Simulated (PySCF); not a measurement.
# C2H7OPSi: the cost of one run

Programs: PySCF 2.14.0, with density-fitted response routines of our own. Each step states its level of theory. These are calculated values for one molecule in the gas phase, unless marked as measured. Atoms count from 0, in the outputs and in this text.

## (1) The starting structure

12 atoms, charge 0, multiplicity 1; geometry from: GFN2-xTB. The atoms were then displaced at random by about 0.01 Å, so the start is not that level's minimum.

Bonds of the start (Å): C0–C1 1.32, C1–Si2 1.87, Si2–O3 1.63, Si2–P4 2.27, C0–H5 1.05, C0–H6 1.10, C1–H7 1.09, Si2–H8 1.49, O3–H9 0.95, P4–H10 1.39, P4–H11 1.39.

## (2) Geometry optimisation at PBE0-D3(BJ)/def2-SVP

The job: settings as JSON, then the geometry in Å.

```
{"job": {"xc": "PBE0", "basis": "def2-SVP", "d3": "d3bj", "grid": 1, "shake": 0.01, "kind": "geom"}, "charge": 0, "multiplicity": 1}
C     -2.170110    -0.287860    -0.259760
C     -1.110110     0.482490    -0.370690
Si     0.540370     0.057270     0.404740
O      0.651790    -1.454190     0.999480
P      2.086270     0.270050    -1.240690
H     -2.189080    -1.174840     0.300430
H     -3.120070    -0.003050    -0.728070
H     -1.146740     1.406650    -0.952080
H      0.811810     0.828490     1.652320
H      0.604540    -2.224310     0.443820
H      3.155300     0.429530    -0.366250
H      1.925700     1.641490    -1.362730
```

Command:

```bash
$ OMP_NUM_THREADS=1 python probes_run.py task.json out
```

The driver reads the jobs from task.json and runs them one after another.

Q: Estimate the wall time and peak memory of this first job on 1 thread of Arm Neoverse N1, shared host.

About 80 s, with a peak of 0.46 GiB.
